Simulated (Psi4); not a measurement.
# A workflow on WS2F2 (tungsten difluoride disulfide)

Wanted: a series of 10 runs (PBE-D4/def2-SVP, PBE0-D4/def2-TZVP, PBE-D4/def2-TZVPP, r2SCAN-D4/def2-TZVPP, B3LYP-D4/def2-TZVPP, PBE0-D4/def2-TZVPP, wB97M-V/def2-TZVPP, CCSD(T)/def2-TZVPP, and more) of WS2F2 (tungsten difluoride disulfide). Input form: a Python script.

Program for the calculation: Psi4 1.11.

### Step 1. The system as given

WS2F2 has 5 atoms, charge 0, and is taken as a singlet. SMILES: `[F][W]([F])(=[S])=[S]`. The shape comes from GFN2-xTB, rattled, which is rough for such elements, and wasn't checked as a minimum. The run starts from this shape.

Bond lengths: F1–W2 1.803 Å, W2–F3 1.842 Å, W2–S4 2.207 Å, W2–S5 2.162 Å. Angles: F1–W2–F3 104.9°, F1–W2–S4 112.5°, F1–W2–S5 109.8°, F3–W2–S4 111.4°, F3–W2–S5 109.8°, S4–W2–S5 108.5°.

### Step 2. A geometry optimisation at PBE-D4/def2-SVP (density fitting, core potential) (run 1)

Contents of job.py:

```python
import psi4

psi4.set_memory(4400000000)
psi4.set_num_threads(2)
psi4.set_output_file('run.log', False)

molecule = psi4.geometry("""
0 1
F     -0.416937    -0.422701     1.715757
W      0.054530    -0.060879     0.013021
F      1.655889    -0.938524    -0.230413
S     -1.460998    -0.735313    -1.442869
S      0.340836     2.068241    -0.229372
symmetry c1
""")

psi4.set_options(dict(scf_type='df', geom_maxiter=60, max_force_g_convergence=0.0005))

result, w = psi4.optimize("pbe-d4/def2-SVP", return_wfn=True)
print('E =', round(result, 9))
print(molecule.to_string(dtype='xyz', units='Angstrom'))
```

Launch:

```sh
$ python job.py
```

run.log:

```text
[...]
    !!!  WARNING: ECP capability is in beta. Please check occupations closely.  !!!
[...]
  Running in c1 symmetry.
[...]
  Nuclear repulsion =  326.943269516705811
[...]
  Multiplicity = 1
[...]
  Nalpha       = 32
  Nbeta        = 32
[...]
    Number of basis functions: 96
[...]
    !!!  WARNING: ECP capability is in beta. Please check occupations closely.  !!!
[...]
   @DF-RKS iter   0: -1062.50824079951803   -1.06251e+03   3.43044e-04
[...]
   @DF-RKS iter  10: -1062.50662776934246   -1.59162e-12   2.09895e-09 DIIS
[...]
    Orbital Energies [Eh]
    ---------------------
    Doubly Occupied:
       1A    -88.052284     2A    -88.052231     3A    -24.305803
       4A    -24.305726     5A     -7.698107     6A     -7.698056
       7A     -5.722442     8A     -5.722392     9A     -5.721508
      10A     -5.721457    11A     -5.719948    12A     -5.719905
      13A     -2.949015    14A     -1.650031    15A     -1.639951
      16A     -1.629572    17A     -1.081644    18A     -1.070603
      19A     -0.648751    20A     -0.634613    21A     -0.464108
      22A     -0.457387    23A     -0.427465    24A     -0.425476
      25A     -0.413524    26A     -0.400861    27A     -0.341571
      28A     -0.326173    29A     -0.311958    30A     -0.286647
      31A     -0.280101    32A     -0.246041
[...]
  @DF-RKS Final Energy: -1062.50662776934246
   => Energetics <=
    Nuclear Repulsion Energy =            329.0786101933639429
    One-Electron Energy =               -2146.7052422120841584
    Two-Electron Energy =                 834.4797719621694796
    DFT Exchange-Correlation Energy =     -79.3530027888517537
    Empirical Dispersion Energy =          -0.0067649239401178
    VV10 Nonlocal Energy =                  0.0000000000000000
    Total Energy =                      -1062.5066277693424581
[...]
 Multipole Moments:
 ------------------------------------------------------------------------------------
     Multipole            Electronic (a.u.)      Nuclear  (a.u.)        Total (a.u.)
 ------------------------------------------------------------------------------------
 L = 1.  Multiply by 2.5417464519 to convert [e a0] to [Debye]
 Dipole X            :         12.3374325          -12.1888960            0.1485365
 Dipole Y            :        -14.6641822           14.4880421           -0.1761402
 Dipole Z            :         16.7779166          -16.5766827            0.2012339
 Magnitude           :                                                    0.3059142
[...]
  -Total Gradient:
     Atom            X                  Y                   Z
    ------   -----------------  -----------------  -----------------
       1       -0.000038590766    -0.000070239160    -0.000078084512
       2        0.000202663632     0.000162092928    -0.000120847170
       3       -0.000172288245     0.000052148505     0.000043565241
       4        0.000015127828     0.000087887419     0.000076462655
       5       -0.000078935504    -0.000091524457    -0.000075307455
[...]
    Final optimized geometry and variables:
    Molecular point group: c1
    Full point group: C1
    Geometry (in Angstrom), charge = 0, multiplicity = 1:
    F           -0.598701397918    -0.377450146271     1.818900196604
    W            0.075565097077    -0.089753591359     0.102727649947
    F            1.685975671461    -0.924920527769    -0.334144355085
    S           -1.405071225775    -0.727035213773    -1.303448435962
    S            0.324229613698     2.017324466280    -0.169863588692
```

On the terminal:

```text
Optimizer: Optimization complete!
E = -1062.506627769
5
0 1 F2S2W
F                    -0.598701397918    -0.377450146271     1.818900196604
W                     0.075565097077    -0.089753591359     0.102727649947
F                     1.685975671461    -0.924920527769    -0.334144355085
S                    -1.405071225775    -0.727035213773    -1.303448435962
S                     0.324229613698     2.017324466280    -0.169863588692
```

Run time: 35 s. Hardware: 2 threads of Intel Xeon Platinum 8259CL at 2.50GHz (Skylake/Cascade Lake), shared host; peak memory 0.59 GiB.

Step by step:

| step | energy from the first frame kept (eV) | largest force (eV/Å) |
| --- | --- | --- |
| 0 | 0.0000 | 2.7210 |
| 1 | -0.1487 | 1.3978 |
| 2 | -0.1772 | 0.5737 |
| 3 | -0.1990 | 0.1924 |
| 4 | -0.2011 | 0.0718 |
| 5 | -0.2012 | 0.0147 |

After the run. Bond lengths: F1–W2 1.866 Å, W2–F3 1.866 Å, W2–S4 2.139 Å, W2–S5 2.139 Å. Angles: F1–W2–F3 117.3°, F1–W2–S4 108.0°, F1–W2–S5 108.1°, F3–W2–S4 108.1°, F3–W2–S5 108.1°, S4–W2–S5 106.9°.

### Step 3. A geometry optimisation at PBE0-D4/def2-TZVP (density fitting, core potential) (run 2)

Contents of job.py:

```python
import psi4

psi4.set_memory('4400 MB')
psi4.set_num_threads(2)
psi4.core.set_output_file('run.log', False)

m = psi4.geometry("""
0 1
F     -0.606554    -0.358014     1.738973
W      0.067713    -0.070318     0.022800
F      1.678123    -0.905484    -0.414072
S     -1.412924    -0.707599    -1.383376
S      0.316377     2.036761    -0.249791
units angstrom
symmetry c1
""")

psi4.set_options({
    'basis': 'def2-TZVP',
    'reference': 'rks',
    'scf_type': 'df',
    'geom_maxiter': 50,
    'max_force_g_convergence': 0.0002,
})

energy_value, wavefunction = psi4.optimize("pbe0-d4", return_wfn=True)
print('E =', round(energy_value, 9))
print(m.to_string(dtype='xyz', units='Angstrom'))
```

Launch:

```sh
$ python job.py
```

run.log (excerpt; [...] marks lines left out):

```text
[...]
  Running in c1 symmetry.
[...]
  Nuclear repulsion =  329.078578936639474
[...]
  Multiplicity = 1
[...]
  Nalpha       = 32
  Nbeta        = 32
[...]
    Number of basis functions: 176
[...]
   @DF-RKS iter   1: -1062.39241401250410   -4.39138e-01   6.94058e-03 DIIS/ADIIS
[...]
   @DF-RKS iter  10: -1063.02420797561103   -2.04636e-12   1.83979e-09 DIIS
[...]
  @DF-RKS Final Energy: -1063.02420797561103
   => Energetics <=
    Nuclear Repulsion Energy =            332.9500016214435050
    One-Electron Energy =               -2155.3533185402175150
    Two-Electron Energy =                 819.5761183722532905
    DFT Exchange-Correlation Energy =     -60.1911593345749267
    Empirical Dispersion Energy =          -0.0058500945154223
    VV10 Nonlocal Energy =                  0.0000000000000000
    Total Energy =                      -1063.0242079756110343
[...]
 Multipole Moments:
 ------------------------------------------------------------------------------------
     Multipole            Electronic (a.u.)      Nuclear  (a.u.)        Total (a.u.)
 ------------------------------------------------------------------------------------
 L = 1.  Multiply by 2.5417464519 to convert [e a0] to [Debye]
 Dipole X            :         11.2930852          -11.2014553            0.0916298
 Dipole Y            :        -13.5023119           13.3926951           -0.1096168
 Dipole Z            :         15.4146595          -15.2895458            0.1251137
 Magnitude           :                                                    0.1899087
[...]
  -Total Gradient:
     Atom            X                  Y                   Z
    ------   -----------------  -----------------  -----------------
       1       -0.000043276450    -0.000004118117     0.000137379818
       2       -0.000218855450     0.000210863819    -0.000276156901
       3        0.000127189461    -0.000053566171    -0.000036093245
       4        0.000032547748     0.000026101997     0.000018872930
       5       -0.000009675272    -0.000043639318     0.000003950968
[...]
    Final optimized geometry and variables:
    Molecular point group: c1
    Full point group: C1
    Geometry (in Angstrom), charge = 0, multiplicity = 1:
    F           -0.542076849314    -0.403412158291     1.801548535759
    W            0.068668553939    -0.082111731321     0.093734340480
[...]
```

Standard output:

```text
Some dependencies such as QCElemental have not yet finished migration to pydantic v2. If issues are encountered please downgrade pydantic or upgrade QCElemental as appropriate
Optimizer: Optimization complete!
E = -1063.024207976
5
0 1 F2S2W
F                    -0.542076849314    -0.403412158291     1.801548535759
W                     0.068668553939    -0.082111731321     0.093734340480
F                     1.660452972508    -0.932178077705    -0.275696067719
S                    -1.389690973553    -0.731381742530    -1.287613344052
S                     0.330047239080     1.997443329809    -0.158376166387
```

Wall time 57 s (2 threads of Intel Xeon Platinum 8259CL at 2.50GHz (Skylake/Cascade Lake), shared host); peak memory 0.95 GiB.

Steps, from the record of the run:

| step | energy from the first frame kept (eV) | largest force (eV/Å) |
| --- | --- | --- |
| 0 | 0.0000 | 1.0196 |
| 1 | -0.0347 | 0.6428 |
| 2 | -0.0539 | 0.1318 |
| 3 | -0.0559 | 0.0741 |
| 4 | -0.0570 | 0.0211 |

After the run. Bond lengths: F1–W2 1.842 Å, W2–F3 1.842 Å, W2–S4 2.111 Å, W2–S5 2.111 Å. Angles: F1–W2–F3 113.1°, F1–W2–S4 108.9°, F1–W2–S5 108.9°, F3–W2–S4 108.9°, F3–W2–S5 108.9°, S4–W2–S5 108.1°.

Run 3 isn't shown in full; the table further down has it.

### Step 4. A single-point energy at PBE-D4/def2-TZVPP (density fitting, core potential) (run 4)

Contents of calc.py:

```python
import psi4

psi4.set_memory(4400000000)
psi4.set_num_threads(2)
psi4.set_output_file('output.dat', False)

molecule = psi4.geometry("""
0 1
F     -0.549929    -0.383976     1.721621
W      0.060816    -0.062676     0.013807
F      1.652601    -0.912742    -0.355624
S     -1.397543    -0.711946    -1.367541
S      0.322195     2.016879    -0.238304
symmetry c1
""")

psi4.set_options({
    'basis': 'def2-TZVPP',
    'reference': 'rks',
    'scf_type': 'df',
    'dft_radial_points': 99,
    'dft_spherical_points': 590,
})

e = psi4.energy("PBE-D4", molecule=molecule)
print(f'PBE-D4 energy: {e:.10f} Eh')
```

Launch:

```sh
$ python calc.py
```

output.dat:

```text
[...]
    !!!  WARNING: ECP capability is in beta. Please check occupations closely.  !!!
[...]
  Running in c1 symmetry.
[...]
  Nuclear repulsion =  332.950007137509317
[...]
  Multiplicity = 1
[...]
  Nalpha       = 32
  Nbeta        = 32
[...]
    Number of basis functions: 202
[...]
   @DF-RKS iter   1: -1062.39974013804022   -2.37267e-01   6.43392e-03 DIIS/ADIIS
[...]
   @DF-RKS iter  12: -1063.04838885076651   -8.40180e-08   4.58990e-07 DIIS
[...]
    Orbital Energies [Eh]
    ---------------------
    Doubly Occupied:
       1A    -88.060121     2A    -88.060112     3A    -24.298691
       4A    -24.298690     5A     -7.688100     6A     -7.688089
       7A     -5.705923     8A     -5.705914     9A     -5.705800
      10A     -5.705789    11A     -5.704119    12A     -5.704111
      13A     -2.942826    14A     -1.644090    15A     -1.634324
      16A     -1.623389    17A     -1.105820    18A     -1.096255
      19A     -0.646290    20A     -0.631920    21A     -0.468076
      22A     -0.465226    23A     -0.434934    24A     -0.433109
      25A     -0.422113    26A     -0.407855    27A     -0.339767
      28A     -0.322903    29A     -0.308701    30A     -0.287214
      31A     -0.280428    32A     -0.245402
[...]
  @DF-RKS Final Energy: -1063.04838885076651
   => Energetics <=
    Nuclear Repulsion Energy =            332.9500071375093171
    One-Electron Energy =               -2155.5940028563591113
    Two-Electron Energy =                 839.0400148861549496
    DFT Exchange-Correlation Energy =     -79.4375884456422625
    Empirical Dispersion Energy =          -0.0068195724295638
    VV10 Nonlocal Energy =                  0.0000000000000000
    Total Energy =                      -1063.0483888507665142
[...]
 Multipole Moments:
 ------------------------------------------------------------------------------------
     Multipole            Electronic (a.u.)      Nuclear  (a.u.)        Total (a.u.)
 ------------------------------------------------------------------------------------
 L = 1.  Multiply by 2.5417464519 to convert [e a0] to [Debye]
 Dipole X            :         11.3268498          -11.2014324            0.1254174
 Dipole Y            :        -13.5426217           13.3927012           -0.1499205
 Dipole Z            :         15.4607534          -15.2895664            0.1711870
 Magnitude           :                                                    0.2598282
[...]
```

The script printed:

```text
PBE-D4 energy: -1063.0483888508 Eh
```

It took 16 s on 2 threads of Intel Xeon Platinum 8259CL at 2.50GHz (Skylake/Cascade Lake), shared host; peak memory 1.6 GiB.

Runs 5 to 9 aren't shown in full; the table further down has their settings and results.

### Step 5. The energy at MP2/def2-QZVPP (density fitting, core potential, density fitting for correlation) (run 10)

Contents of f2s2w.xyz:

```xyz
5
F2S2W
F     -0.549929    -0.383976     1.721621
W      0.060816    -0.062676     0.013807
F      1.652601    -0.912742    -0.355624
S     -1.397543    -0.711946    -1.367541
S      0.322195     2.016879    -0.238304
```

Contents of run.py:

```python
import psi4

psi4.set_memory(4400000000)
psi4.set_num_threads(2)
psi4.set_output_file('psi4.out', False)

with open('f2s2w.xyz') as f:
    atoms = ''.join(f.readlines()[2:])
geom = psi4.geometry('0 1\n' + atoms + 'symmetry c1')

options = {'basis': 'def2-QZVPP', 'scf_type': 'df', 'num_frozen_docc': 12}
psi4.set_options(options)

E = psi4.energy('mp2')
print('E =', round(E, 9))
```

Launch:

```sh
$ python run.py
```

psi4.out:

```text
[...]
    !!!  WARNING: ECP capability is in beta. Please check occupations closely.  !!!
[...]
  Running in c1 symmetry.
[...]
  Nuclear repulsion =  332.950007137509317
[...]
  Multiplicity = 1
[...]
  Nalpha       = 32
  Nbeta        = 32
[...]
    Number of basis functions: 335
[...]
   @DF-RHF iter   1: -1060.17115105231073   -9.65417e-01   3.07350e-03 DIIS/ADIIS
[...]
   @DF-RHF iter  17: -1060.64839117671772   -5.38876e-11   7.32992e-09 DIIS
[...]
    Orbital Energies [Eh]
    ---------------------
    Doubly Occupied:
       1A    -91.977421     2A    -91.977415     3A    -26.333269
       4A    -26.333267     5A     -8.981324     6A     -8.981319
       7A     -6.661579     8A     -6.661574     9A     -6.660974
      10A     -6.660968    11A     -6.660746    12A     -6.660741
      13A     -3.616570    14A     -2.102974    15A     -2.095628
      16A     -2.088085    17A     -1.604362    18A     -1.588935
      19A     -0.945115    20A     -0.924461    21A     -0.741021
      22A     -0.737691    23A     -0.713288    24A     -0.709427
      25A     -0.703107    26A     -0.680963    27A     -0.509463
      28A     -0.500140    29A     -0.463811    30A     -0.434811
      31A     -0.420594    32A     -0.375469
[...]
  @DF-RHF Final Energy: -1060.64839117671772
   => Energetics <=
    Nuclear Repulsion Energy =            332.9500071375093171
    One-Electron Energy =               -2154.1837751061789277
    Two-Electron Energy =                 760.5853767919518305
    Total Energy =                      -1060.6483911767177233
[...]
 Multipole Moments:
 ------------------------------------------------------------------------------------
     Multipole            Electronic (a.u.)      Nuclear  (a.u.)        Total (a.u.)
 ------------------------------------------------------------------------------------
 L = 1.  Multiply by 2.5417464519 to convert [e a0] to [Debye]
 Dipole X            :         11.2992509          -11.2014324            0.0978185
 Dipole Y            :        -13.5098124           13.3927012           -0.1171112
 Dipole Z            :         15.4231701          -15.2895664            0.1336038
 Magnitude           :                                                    0.2028138
[...]
```

Standard output:

```text
E = -1062.145098194
```

It took 14 s on 2 threads of Intel Xeon Platinum 8259CL at 2.50GHz (Skylake/Cascade Lake), shared host; peak memory 1.1 GiB.

### Step 6. All runs side by side

| run | level | geom maxiter | max force g convergence | energy (Eh) | dipole moment (D) | HOMO energy (eV) | LUMO energy (eV) | wall time |
| --- | --- | --- | --- | --- | --- | --- | --- | --- |
| 1 | PBE-D4/def2-SVP (density fitting, core potential) | 60 | 0.0005 | -1062.506628 | 0.78 | -6.70 | -4.04 | 35 s |
| 2 | PBE0-D4/def2-TZVP (density fitting, core potential) | 50 | 0.0002 | -1063.024208 | 0.48 | -7.82 | -3.23 | 57 s |
| 3 | PBE0-D4/def2-TZVP (density fitting, core potential) | – | – | -1063.024208 | 0.48 | – | – | 5 min |
| 4 | PBE-D4/def2-TZVPP (density fitting, core potential) | – | – | -1063.048389 | 0.66 | -6.68 | -3.88 | 16 s |
| 5 | r2SCAN-D4/def2-TZVPP (density fitting, core potential) | – | – | -1063.425490 | 0.69 | -6.97 | -3.88 | 26 s |
| 6 | B3LYP-D4/def2-TZVPP (density fitting, core potential) | – | – | -1063.569932 | 0.49 | -7.56 | -3.37 | 15 s |
| 7 | PBE0-D4/def2-TZVPP (density fitting, core potential) | – | – | -1063.030030 | 0.54 | -7.81 | -3.19 | 17 s |
| 8 | wB97M-V/def2-TZVPP (density fitting, core potential) | – | – | -1063.313934 | 0.56 | -9.80 | -1.17 | 49 s |
| 9 | CCSD(T)/def2-TZVPP (density fitting, core potential, density fitting for correlation) | – | – | -1062.005377 | – | -10.23 | 0.15 | 9.4 min |
| 10 | MP2/def2-QZVPP (density fitting, core potential, density fitting for correlation) | – | – | -1062.145098 | – | -10.22 | 0.12 | 14 s |

### Step 7. Summary of results

```
                                                            quantity           value
                                run 10, MP2/def2-QZVPP: total energy  -1062.14510 Eh
         run 10, MP2/def2-QZVPP: HOMO energy (Hartree–Fock orbitals)       -10.22 eV
         run 10, MP2/def2-QZVPP: LUMO energy (Hartree–Fock orbitals)         0.12 eV
       run 10, MP2/def2-QZVPP: HOMO–LUMO gap (Hartree–Fock orbitals)        10.34 eV
run 10, MP2/def2-QZVPP: correlation energy (12 core orbitals frozen)     -1496.7 mEh
```

In words: Over runs 3, 4, 5, 6, 7, 8 the dipole moment (its size) runs from 0.48 D (PBE0-D4/def2-TZVP) to 0.69 D (r2SCAN-D4/def2-TZVPP). The two ends differ in method and basis. Over runs 4, 5, 6, 7, 8 the HOMO–LUMO gap runs from 2.80 eV (PBE-D4/def2-TZVPP) to 8.64 eV (wB97M-V/def2-TZVPP). Totals of different functionals can't be ranked against each other. All runs together took 18 min, the longest 9.4 min.
